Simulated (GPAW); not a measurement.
CsH in GPAW: the effect of strain hydrostatic

Crystal: CsH.

```xyz
2
Lattice="0.0000 3.0605 3.0605 3.0605 0.0000 3.0605 3.0605 3.0605 0.0000" Properties=species:S:1:pos:R:3 pbc="T T T"
Cs    0.0000    0.0000    0.0000
H     3.0605    3.0605    3.0605
```

Alike in all runs:

| Item | Value |
| --- | --- |
| Program | GPAW 26.7.0 |
| Task | band structure |
| Functional | PBEsol |
| Potentials or basis | PAW data sets generated in the run's folder for this functional |
| Cutoff | 600 eV |
| Basis | pw |
| k mesh | 7 × 7 × 7 |
| Occupations | fermi-dirac, width 0.05 eV |
| Spin | no spin polarisation |
| Maxiter | 150 |
| Band path | GXWKGLUWLK,UX |
| Band points | 100 |

```csv
strain hydrostatic,gap on the mesh (eV),pressure (GPa)
-0.04,?,?
-0.02,2.33,0.1
-0.01,2.37,-0.2
0,2.40,-0.5
0.01,2.43,-0.7
0.02,2.46,-0.9
0.04,2.50,-1.3
```

Problem. What does the run with strain hydrostatic -0.04 give?

Solution. gap on the mesh 2.24 eV; pressure 0.8 GPa.

Worked out: A parabola through the other rows of the gap on the mesh, of slope 4.61 eV per unit of strain hydrostatic there, extrapolates to 2.25 eV, against the run's 2.24. A straight line through the other rows of the pressure, of slope -23 GPa per unit of strain hydrostatic, extrapolates to 0.5 GPa, against the run's 0.8.

Caveats: the density grid can change from cell to cell, which puts small steps into energies and stress; spin-orbit coupling is left out, which moves the levels of the heavy elements; the mesh misses the band edges, which the band path finds closer together.
